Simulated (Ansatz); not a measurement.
**C₂H₄AlB (SMILES [AlH2][B]1C=C1): one structure at several levels**

A test off equilibrium: a structure displaced at random from a GFN2-xTB minimum is computed at several levels, and each is set against CCSD(T).

Computed with Ansatz 0.2.0, Gaussian basis. Level: single points in def2-TZVPP.

Correlated methods freeze the cores.

### 1 The system as given

8 atoms, charge 0, spin multiplicity 1.

Atoms are counted from 1 here; the program's logs count them from 0.

Bond lengths: Al1–B2 2.082 Å, Al1–H5 1.696 Å, Al1–H6 1.433 Å, B2–C3 1.602 Å, B2–C4 1.576 Å, C3–C4 1.367 Å, C3–H7 0.920 Å, C4–H8 0.979 Å. Angles: B2–Al1–H5 120.6°, B2–Al1–H6 125.3°, H5–Al1–H6 113.9°, Al1–B2–C3 149.6°, Al1–B2–C4 159.2°, C3–B2–C4 50.9°, B2–C3–C4 63.6°, B2–C3–H7 160.0°, C4–C3–H7 135.8°, B2–C4–C3 65.5°, B2–C4–H8 152.7°, C3–C4–H8 141.5°.

Geometry (Å):

```xyz
8
C2H4AlB
Al   -1.09190    1.48850   -0.63330
B     0.03670   -0.12920    0.03290
C     1.33210   -0.69360    0.78860
C     0.52350   -1.62020    0.19180
H    -2.50990    1.24100   -1.53080
H    -0.83860    2.86270   -0.31480
H     2.07410   -0.71780    1.33160
H     0.41170   -2.58720    0.08940
```

### 2 CCSD(T)/def2-TZVPP

The input, run/in.yaml:

```yaml
crystal:
  periodic: [false, false, false]
  atoms:
    - {symbol: Al, position_ang: [-1.091900, 1.488500, -0.633300]}
    - {symbol: B, position_ang: [0.036700, -0.129200, 0.032900]}
    - {symbol: C, position_ang: [1.332100, -0.693600, 0.788600]}
    - {symbol: C, position_ang: [0.523500, -1.620200, 0.191800]}
    - {symbol: H, position_ang: [-2.509900, 1.241000, -1.530800]}
    - {symbol: H, position_ang: [-0.838600, 2.862700, -0.314800]}
    - {symbol: H, position_ang: [2.074100, -0.717800, 1.331600]}
    - {symbol: H, position_ang: [0.411700, -2.587200, 0.089400]}
basis:
  gaussian: {orbitals: def2-TZVPP}
correlation: {method: ccsd_t}
output: {forces: true}
```

The command line of these runs was not kept.

### 3 PBE0-D4/def2-TZVPP

run/in.yaml: that of step 2 with these lines changed.

```diff
@@ -13,3 +13,3 @@
   gaussian: {orbitals: def2-TZVPP}
-correlation: {method: ccsd_t}
-output: {forces: true}
+hamiltonian: {xc: pbe0, dispersion: d4}
+output: {forces: true, orbitals: {seedname: orbitals}}
```

### 4 wB97M-V/def2-TZVPP

run/in.yaml: that of step 3 with these lines changed.

```diff
@@ -13,3 +13,3 @@
   gaussian: {orbitals: def2-TZVPP}
-hamiltonian: {xc: pbe0, dispersion: d4}
-output: {forces: true, orbitals: {seedname: orbitals}}
+hamiltonian: {xc: {name: wB97M-V}}
+output: {forces: true}
```

### 5 r2SCAN-D4/def2-TZVPP

run/in.yaml: that of step 4 with these lines changed.

```diff
@@ -13,3 +13,3 @@
   gaussian: {orbitals: def2-TZVPP}
-hamiltonian: {xc: {name: wB97M-V}}
+hamiltonian: {xc: r2scan, dispersion: d4}
 output: {forces: true}
```

### 6 PBE-D4/def2-TZVPP

run/in.yaml: that of step 5 with these lines changed.

```diff
@@ -13,3 +13,3 @@
   gaussian: {orbitals: def2-TZVPP}
-hamiltonian: {xc: r2scan, dispersion: d4}
+hamiltonian: {xc: pbe, dispersion: d4}
 output: {forces: true}
```

### 7 r2SCANh-D4/def2-TZVPP

run/in.yaml: that of step 6 with these lines changed.

```diff
@@ -13,3 +13,3 @@
   gaussian: {orbitals: def2-TZVPP}
-hamiltonian: {xc: pbe, dispersion: d4}
+hamiltonian: {xc: {name: r2SCANh}, dispersion: d4}
 output: {forces: true}
```

### 8 B97M-V/def2-TZVPP

run/in.yaml: that of step 7 with these lines changed.

```diff
@@ -13,3 +13,3 @@
   gaussian: {orbitals: def2-TZVPP}
-hamiltonian: {xc: {name: r2SCANh}, dispersion: d4}
+hamiltonian: {xc: {name: B97M-V}}
 output: {forces: true}
```

(Steps that only read results are left out.)

Before running it: what results should come out? Wanted: energy less free atoms, CCSD(T)/def2-TZVPP; RMS force component; RMS force error; HOMO and LUMO, PBE0-D4; T1 diagnostic.

The runs gave:

| quantity | value |
| --- | --- |
| energy less free atoms, CCSD(T)/def2-TZVPP | -2691.5 kJ/mol |
| RMS force component | 3.765 to 3.961 eV/Å over the methods |
| RMS force error | PBE0-D4 0.266, wB97M-V 0.230, r2SCAN-D4 0.186, PBE-D4 0.128, r2SCANh-D4 0.239, B97M-V 0.252 eV/Å |
| HOMO and LUMO, PBE0-D4 | -7.41 and -2.29 eV |
| T1 diagnostic | 0.011 |

In words: Against CCSD(T) the functionals' energies less atoms differ by -142.1 to -89.4 kJ/mol, PBE-D4 by -142.1 kJ/mol. The reference is not at the basis limit: in triple zeta CCSD(T) underbinds, which counts against methods that bind more; the gaps are no ranking. For forces PBE-D4 does best and PBE0-D4 worst. Frozen-core CCSD(T) forces in triple zeta carry basis errors of their own, and this is one geometry, so small gaps rank nothing.
